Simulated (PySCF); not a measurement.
# A diatomic session: GeB

One table from this session's results is given with a row withheld; the runs are named, their logs left out.

The runs use PySCF 2.14.0; Ge aug-cc-pVDZ-PP with ECP10, B aug-cc-pVDZ, scalar-relativistic core potentials.

1 further run of the same task is left out (it didn't finish).

Set-up of the first run:

A driver script around PySCF takes these settings:

```
atoms                         : Ge, B
charge                        : 0
basis                         : Ge aug-cc-pVDZ-PP with ECP10, B aug-cc-pVDZ
Hamiltonian                   : scalar-relativistic core potentials
basis functions               : 55
electrons treated             : 27
masses in u                   : 73.9212, 11.0093
levels                        : PBE0, PBE, r²SCAN, LDA, BLYP, TPSSh, HSE06, HF, MP2, SCS-MP2
grid                          : 80 radial by 434 angular points
occupations                   : held fixed by the projection of orbital angular momentum
dissociation limit            : Ge + B, each in its ground configuration
starting distance in angstrom : 1.975
values of 2S to try           : 1, 3
```

Started as:

```
$ OMP_NUM_THREADS=1 python dia.py task.json out
```

Steps of the session up to this table: Set-up; PBE0 along the bond; Other states along the same grid; PBE; r²SCAN (meta-GGA); LDA (local density); BLYP (GGA); TPSSh (hybrid meta-GGA); HSE06 (range-separated hybrid); UHF (mean field).

One table of the session follows, with a row left open; its other results are not shown here.

Energy (eV) from each level's lowest point:

| R (Å) | UHF | UHF-MP2 | UHF-SCS-MP2 | LDA | PBE |
| --- | --- | --- | --- | --- | --- |
| 1.715 | 0.726 | 0.930 | 0.925 | 0.824 | 0.945 |
| 1.795 | ? | ? | ? | ? | ? |
| 1.874 | 0.056 | 0.142 | 0.143 | 0.111 | 0.156 |
| 1.934 | 0.000 | 0.036 | 0.037 | 0.023 | 0.045 |
| 1.994 | 0.012 | 0.000 | 0.000 | 0.000 | 0.000 |
| 2.054 | 0.072 | 0.020 | 0.017 | 0.027 | 0.007 |
| 2.134 | 0.198 | 0.120 | 0.107 | 0.121 | 0.076 |
| 2.233 | 0.385 | 0.331 | 0.300 | 0.300 | 0.226 |
| 2.353 | 0.618 | 0.651 | 0.589 | 0.563 | 0.458 |
| 2.512 | 0.908 | 1.106 | 0.990 | 0.944 | 0.802 |

Estimate the missing values for R (Å) = 1.795.

Worked estimate for «UHF». A straight line through the neighbours (1.715, 0.726) and (1.874, 0.056) gives 0.726 + (0.056 − 0.726) × (1.795 − 1.715) / (1.874 − 1.715) = 0.389; a parabola fitted to 3 rows on both sides gives 0.294.

As computed: UHF: 0.277; UHF-MP2: 0.426; UHF-SCS-MP2: 0.424; LDA: 0.363; PBE: 0.444. In «UHF» the line misses by +0.112 and the parabola by +0.017.

Caveats from the session: Lowest PBE0 solution found, without spin–orbit coupling: ⁴Σ⁻ (quartet), unpaired electrons σ ↑, π ↑↑. Warnings in the runs' records: inverted.
